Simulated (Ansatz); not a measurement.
# Ta: the cost of one run

Computed with Ansatz 0.2.0 (DFT r2SCAN, scalar-relativistic, plane waves, PAW, unless a step's input says otherwise).

3 further runs of the same task are left out: 3 set aside as unsound or not needed.

### 1 Starting point

Symmetry: Fm-3m, No. 225, cubic system. The conventional cell has a = 4.208 Å, b = 4.208 Å, c = 4.208 Å, α = 90.00°, β = 90.00°, γ = 90.00°. Around Ta (site symmetry m-3m) lie 12 Ta at 2.98 Å.

As a file:

```
CELL_PARAMETERS angstrom
-2.10393 -2.10393 0.00000
2.10393 -2.10393 0.00000
0.00000 0.00000 8.41571
ATOMIC_POSITIONS crystal
Ta 0.00000 0.00000 0.00000
Ta 0.50000 0.50000 0.25000
Ta 0.00000 0.00000 0.50000
Ta 0.50000 0.50000 0.75000
```

It is built from the cell relaxed beforehand with the same method (18.63 Å³/atom).

### 2 The reference: the undisturbed cell on the scan's mesh

input.yaml

```yaml
crystal:
  lattice:
    - [-2.1039285557, -2.1039285557, 0.0]
    - [2.1039285557, -2.1039285557, 0.0]
    - [0.0, 0.0, 8.4157142226]
  atoms:
    - { symbol: Ta, position: [0.0, 0.0, 0.0] }
    - { symbol: Ta, position: [0.5, 0.5, 0.25] }
    - { symbol: Ta, position: [0.0, 0.0, 0.5] }
    - { symbol: Ta, position: [0.5, 0.5, 0.75] }
basis:
  ecutwfc: 500
kpoints:
  mp_grid: { grid: [20, 20, 7] }
hamiltonian:
  xc: r2scan
scf:
  occupations: { method: gaussian, width: 0.15 }
output:
  forces: true
  stress: true
  eigenvalues: true
  write_density: true
  write_potential: true
  elf: true
  volumetric_format: npy
```

The run is started by

```console
$ ansatz run input.yaml --threads 2 --pin off --max-ram 5120MiB --backend cpu --events-out ev --progress --plain --runs-dir out
```

Q: Estimate wall time and peak memory on 2 threads of Intel Xeon at 2.50GHz (Skylake/Cascade Lake), shared host.

About 70 s, with a peak of 0.92 GiB.
